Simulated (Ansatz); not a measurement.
A run of Ansatz 0.2.0 is set up as follows.

Contents of input.yaml:

```yaml
crystal:
  lattice:
    - [3.23023, -5.57768, -0.0247]
    - [3.23023, 5.57768, -0.0247]
    - [-1.49068, 0.0, 6.3203]
  atoms:
    - { symbol: Hf, position: [0.10178, 0.10178, 0.00912] }
    - { symbol: In, position: [0.79222, 0.48204, 0.00818] }
    - { symbol: In, position: [0.48204, 0.79222, 0.00818] }
    - { symbol: In, position: [0.54472, 0.21983, 0.48398] }
    - { symbol: In, position: [0.21983, 0.54472, 0.48398] }
    - { symbol: Si, position: [0.85433, 0.85433, 0.44523] }
    - { symbol: O, position: [0.835, 0.58822, 0.38104] }
    - { symbol: O, position: [0.58822, 0.835, 0.38104] }
    - { symbol: O, position: [0.02899, 0.02899, 0.295] }
    - { symbol: O, position: [0.9792, 0.9792, 0.69555] }
    - { symbol: O, position: [0.42852, 0.14514, 0.07435] }
    - { symbol: O, position: [0.14514, 0.42852, 0.07435] }
hamiltonian:
  xc: pbe
  pseudopotentials: { kind: paw }
  dispersion: d3bj
kpoints:
  mp_grid: { grid: [4, 4, 3] }
scf:
  occupations: { method: fermi_dirac, width: 0.05 }
output:
  forces: true
  stress: true
  eigenvalues: true
relax:
  f_tol: 0.01
  max_steps: 40
  cell: { stress_tol: 0.05 }
```

Potentials or basis: Ansatz PAW.

Launch:

```sh
$ ansatz run input.yaml --threads 8 --pin off --max-ram 20480MiB --backend cpu --events-out ev --progress --plain --runs-dir out
```

Question: What does it give for the space group after relaxing (to 0.05 Å)?

Answer: Cm (No. 8).

Question: What does it give for the band gap on the k mesh?

Answer: 0.62 eV, indirect (least direct gap 0.95 eV).

Question: Predict the relaxed volume.

Answer: 17.71 Å³/atom.

Question: What does it give for the relaxed cell?

Answer: a = 6.268 Å, b = 6.268 Å, c = 6.591 Å, α = 96.70°, β = 96.70°, γ = 122.25°.

Final structure:
```yaml
crystal:
  lattice:
    - [3.02600, -5.48873, -0.06025]
    - [3.02600, 5.48873, -0.06025]
    - [-1.46517, 0.00000, 6.42569]
  atoms:
    - { symbol: Hf, position: [0.08530, 0.08530, 0.00371] }
    - { symbol: In, position: [0.79410, 0.48304, 0.00701] }
    - { symbol: In, position: [0.48304, 0.79410, 0.00701] }
    - { symbol: In, position: [0.54759, 0.21450, 0.50334] }
    - { symbol: In, position: [0.21450, 0.54759, 0.50334] }
    - { symbol: Si, position: [0.86029, 0.86029, 0.44324] }
    - { symbol: O, position: [0.83341, 0.58352, 0.37356] }
    - { symbol: O, position: [0.58352, 0.83341, 0.37356] }
    - { symbol: O, position: [0.06211, 0.06211, 0.31341] }
    - { symbol: O, position: [0.97764, 0.97764, 0.69270] }
    - { symbol: O, position: [0.42590, 0.13260, 0.05957] }
    - { symbol: O, position: [0.13260, 0.42590, 0.05957] }
```

Caveat: odd divisions of the mesh miss points on the zone boundary, where band edges often lie, so the gap on the mesh can be too wide; the plane-wave basis is chosen anew once the cell has moved, so the energies of steps on either side of that aren't comparable; the pressure holds a Pulay correction of +0.4 GPa for the finite cutoff; spin-orbit coupling is left out, which moves the levels of the heavy elements. Expect the measured gap to be larger: semilocal functionals such as PBE lack the derivative discontinuity.
